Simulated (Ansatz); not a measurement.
# BBrH5N: the cost of one run

Method: RKS PBE0-D4/def2-mTZVP, in Ansatz 0.2.0.

**1. The system as given**

Bond lengths: B1–Br2 2.381 Å, B1–H3 1.162 Å, B1–H4 1.162 Å, B1–N6 1.802 Å, N6–H7 1.008 Å, N6–H8 1.008 Å. Angles: Br2–B1–H3 105.4°, Br2–B1–H4 108.2°, Br2–B1–N6 88.6°, H3–B1–H4 125.4°, H3–B1–N6 110.8°, H4–B1–N6 111.9°, B1–N6–H7 115.4°, B1–N6–H8 114.3°, H7–N6–H8 112.8°.

As a file:

```xyz
8

B    -0.7593   -0.5557   -0.1225
Br   -0.4366    0.7794   -2.0670
H    -1.7307   -0.1517    0.3706
H    -0.5601   -1.6641   -0.4073
H     0.7845    0.9673   -0.5023
N     0.6958    0.2246    0.5992
H     1.4995   -0.3749    0.7069
H     0.5069    0.7750    1.4223
```

**2. A restrained relaxation towards end A**

Springs on the bonds that form and break draw the guess towards this end; the thresholds are loose.

input.yaml reads:

```yaml
crystal:
  periodic: [false, false, false]
  atoms:
    - { symbol: B, position_ang: [-0.7593, -0.5557, -0.1225] }
    - { symbol: Br, position_ang: [-0.4366, 0.7794, -2.067] }
    - { symbol: H, position_ang: [-1.7307, -0.1517, 0.3706] }
    - { symbol: H, position_ang: [-0.5601, -1.6641, -0.4073] }
    - { symbol: H, position_ang: [0.7845, 0.9673, -0.5023] }
    - { symbol: "N", position_ang: [0.6958, 0.2246, 0.5992] }
    - { symbol: H, position_ang: [1.4995, -0.3749, 0.7069] }
    - { symbol: H, position_ang: [0.5069, 0.775, 1.4223] }
basis:
  gaussian: { orbitals: def2-mTZVP }
hamiltonian:
  xc: pbe0
  dispersion: d4
relax:
  f_tol: 0.15
  max_steps: 25
  restrain:
    - { distance: [0, 5], at: 2.85, k: 30.0 }
    - { distance: [4, 1], at: 2.81, k: 30.0 }
    - { distance: [0, 1], at: 2.04, k: 30.0 }
    - { distance: [4, 5], at: 1.02, k: 30.0 }
output:
  orbitals: {}
```

On the command line:

```console
$ ansatz run input.yaml --threads 2 --pin off --max-ram 3072MiB --backend cpu --events-out ev --progress --plain --runs-dir out
```

Q: Estimate wall time and peak memory on 2 threads of AMD EPYC 7R13 (Zen 3), shared host.

About 14 s, with a peak of 0.19 GiB.
